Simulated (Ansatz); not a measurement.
# C₇H₉N: small, medium and large basis sets

An exercise on one series of results from a longer session: the logs are not shown, and one member is left open.

Computed with Ansatz 0.2.0, Gaussian basis. Level: one geometry, several basis sets.

The runs, in order: PBE0-D4/def2-SVP; ωB97M-V/def2-SVP; PBE0-D4/def2-QZVPP; ωB97M-V/def2-QZVPP; the functionals' def2-TZVPP values are taken from earlier runs.

**The relaxed structure**

All runs share one geometry, relaxed beforehand with PBE0-D4 in a triple-zeta def2 set.

SMILES `Cc1ccnc(C)c1`, 17 atoms, charge 0, spin multiplicity 1.

Atoms are counted from 1 here; the program's logs count them from 0.

Bond lengths: C1–C2 1.496 Å, C1–H9 1.091 Å, C1–H10 1.092 Å, C1–H11 1.094 Å, C2–C3 1.390 Å, C2–C8 1.388 Å, C3–C4 1.384 Å, C3–H12 1.084 Å, C4–N5 1.327 Å, C4–H13 1.087 Å, N5–C6 1.333 Å, C6–C7 1.496 Å, C6–C8 1.391 Å, C7–H14 1.091 Å, C7–H15 1.092 Å, C7–H16 1.093 Å, C8–H17 1.085 Å. Angles: C2–C1–H9 111.5°, C2–C1–H10 111.2°, C2–C1–H11 110.5°, H9–C1–H10 108.5°, H9–C1–H11 107.7°, H10–C1–H11 107.2°, C1–C2–C3 121.4°, C1–C2–C8 121.6°, C3–C2–C8 117.0°, C2–C3–C4 118.9°, C2–C3–H12 120.9°, C4–C3–H12 120.2°, C3–C4–N5 124.0°, C3–C4–H13 120.0°, N5–C4–H13 116.0°, C4–N5–C6 117.7°, N5–C6–C7 116.5°, N5–C6–C8 122.1° and more.

The first run:

in.yaml reads:

```yaml
crystal:
  periodic: [false, false, false]
  atoms:
    - {symbol: C, position_ang: [1.438880, -2.082921, -0.130321]}
    - {symbol: C, position_ang: [0.851570, -0.709906, -0.048246]}
    - {symbol: C, position_ang: [1.656546, 0.417453, 0.063878]}
    - {symbol: C, position_ang: [1.056448, 1.661282, 0.158460]}
    - {symbol: N, position_ang: [-0.256092, 1.855077, 0.147838]}
    - {symbol: C, position_ang: [-1.039775, 0.782582, 0.038125]}
    - {symbol: C, position_ang: [-2.514347, 1.032328, 0.025204]}
    - {symbol: C, position_ang: [-0.521280, -0.504702, -0.061674]}
    - {symbol: H, position_ang: [0.711200, -2.806712, -0.499679]}
    - {symbol: H, position_ang: [2.310467, -2.101493, -0.787831]}
    - {symbol: H, position_ang: [1.770403, -2.417865, 0.857083]}
    - {symbol: H, position_ang: [2.737493, 0.331137, 0.075047]}
    - {symbol: H, position_ang: [1.669410, 2.555099, 0.244965]}
    - {symbol: H, position_ang: [-3.082051, 0.105496, -0.063907]}
    - {symbol: H, position_ang: [-2.816238, 1.544442, 0.941770]}
    - {symbol: H, position_ang: [-2.776851, 1.688415, -0.807998]}
    - {symbol: H, position_ang: [-1.195773, -1.349722, -0.152706]}
basis:
  gaussian: {orbitals: def2-SVP}
hamiltonian: {xc: pbe0, dispersion: d4}
output: {orbitals: {seedname: orbitals}}
```

Command:

```bash
$ ansatz run in.yaml --threads 2 --pin off --events-out ev --progress --plain --max-ram 32768MiB --backend cpu
```

Among the steps run: PBE0-D4 in def2-SVP; ωB97M-V in def2-SVP; PBE0-D4 in def2-QZVPP; ωB97M-V in def2-QZVPP.

One of the session's tables, all rows but one given; the rest of the session is left out.

It belongs to the step «Functionals by basis». 

| functional | basis | HOMO (eV) |
| --- | --- | --- |
| PBE0-D4 | def2-SVP | -7.06 |
| PBE0-D4 | def2-TZVPP | -7.21 |
| PBE0-D4 | def2-QZVPP | -7.23 |
| ωB97M-V | def2-SVP | ? |
| ωB97M-V | def2-TZVPP | -9.30 |
| ωB97M-V | def2-QZVPP | -9.31 |

**Question.** Estimate the row for ωB97M-V, def2-SVP.

**Answer.** HOMO (eV): -9.28. In the column «HOMO (eV)» it lies between ωB97M-V, def2-TZVPP (-9.30) and PBE0-D4, def2-QZVPP (-7.23).
